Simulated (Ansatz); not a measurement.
# C₂H₁₀BNSi: how energies converge with the basis set

An exercise on one series of results from a longer session: the logs are not shown, and one member is left open.

Method: one geometry, several basis sets; program: Ansatz 0.2.0, Gaussian basis.

Levels to be run: PBE0-D4/def2-SVP; ωB97M-V/def2-SVP; PBE0-D4/def2-QZVPP; ωB97M-V/def2-QZVPP; the functionals' def2-TZVPP values are taken from earlier runs.

## Structure used throughout

All runs share one geometry, relaxed beforehand with PBE0-D4 in a triple-zeta def2 set.

SMILES `CNB(C)[SiH3]`, 15 atoms, charge 0, spin multiplicity 1.

Atoms are counted from 1 here; the program's logs count them from 0.

Bond lengths: C1–N2 1.446 Å, C1–H6 1.094 Å, C1–H7 1.088 Å, C1–H8 1.094 Å, N2–B3 1.394 Å, N2–H9 1.008 Å, B3–C4 1.574 Å, B3–Si5 2.028 Å, C4–H10 1.096 Å, C4–H11 1.095 Å, C4–H12 1.093 Å, Si5–H13 1.493 Å, Si5–H14 1.493 Å, Si5–H15 1.496 Å. Angles: N2–C1–H6 111.3°, N2–C1–H7 110.1°, N2–C1–H8 111.2°, H6–C1–H7 108.1°, H6–C1–H8 108.0°, H7–C1–H8 108.0°, C1–N2–B3 129.2°, C1–N2–H9 112.8°, B3–N2–H9 118.0°, N2–B3–C4 123.7°, N2–B3–Si5 116.1°, C4–B3–Si5 120.1°, B3–C4–H10 109.9°, B3–C4–H11 110.1°, B3–C4–H12 115.9°, H10–C4–H11 105.3°, H10–C4–H12 107.6°, H11–C4–H12 107.6° and more.

Set-up of the first run:

Contents of in.yaml:

```yaml
crystal:
  periodic: [false, false, false]
  atoms:
    - {symbol: C, position_ang: [-1.255036, -1.041716, 1.529012]}
    - {symbol: N, position_ang: [-0.742817, 0.095443, 0.797545]}
    - {symbol: B, position_ang: [0.195145, 0.130165, -0.232972]}
    - {symbol: C, position_ang: [0.906203, -1.149324, -0.811417]}
    - {symbol: Si, position_ang: [0.625805, 1.963052, -0.986827]}
    - {symbol: H, position_ang: [-2.336268, -1.145050, 1.395897]}
    - {symbol: H, position_ang: [-0.782783, -1.956335, 1.176645]}
    - {symbol: H, position_ang: [-1.052857, -0.946897, 2.600134]}
    - {symbol: H, position_ang: [-1.144039, 0.969049, 1.102337]}
    - {symbol: H, position_ang: [1.991904, -1.056253, -0.696670]}
    - {symbol: H, position_ang: [0.734264, -1.219254, -1.891056]}
    - {symbol: H, position_ang: [0.608315, -2.102257, -0.367584]}
    - {symbol: H, position_ang: [2.075634, 2.297999, -0.865781]}
    - {symbol: H, position_ang: [0.288551, 2.067808, -2.437544]}
    - {symbol: H, position_ang: [-0.133823, 3.042771, -0.282520]}
basis:
  gaussian: {orbitals: def2-SVP}
hamiltonian: {xc: pbe0, dispersion: d4}
output: {orbitals: {seedname: orbitals}}
```

Among the steps run: PBE0-D4 in def2-SVP; ωB97M-V in def2-SVP; PBE0-D4 in def2-QZVPP; ωB97M-V in def2-QZVPP.

One of the session's tables, all rows but one given; the rest of the session is left out.

It belongs to the step «Functionals by basis». 

| functional | basis | HOMO (eV) | LUMO (eV) |
| --- | --- | --- | --- |
| PBE0-D4 | def2-SVP | -7.50 | 0.08 |
| PBE0-D4 | def2-TZVPP | -7.54 | -0.08 |
| PBE0-D4 | def2-QZVPP | -7.54 | -0.13 |
| ωB97M-V | def2-SVP | -9.62 | 2.08 |
| ωB97M-V | def2-TZVPP | ? | ? |
| ωB97M-V | def2-QZVPP | -9.69 | 1.44 |

Estimate the missing values for ωB97M-V, def2-TZVPP.

**Answer.** HOMO (eV): -9.68; LUMO (eV): 1.81. In the column «HOMO (eV)» it lies between ωB97M-V, def2-QZVPP (-9.69) and ωB97M-V, def2-SVP (-9.62).
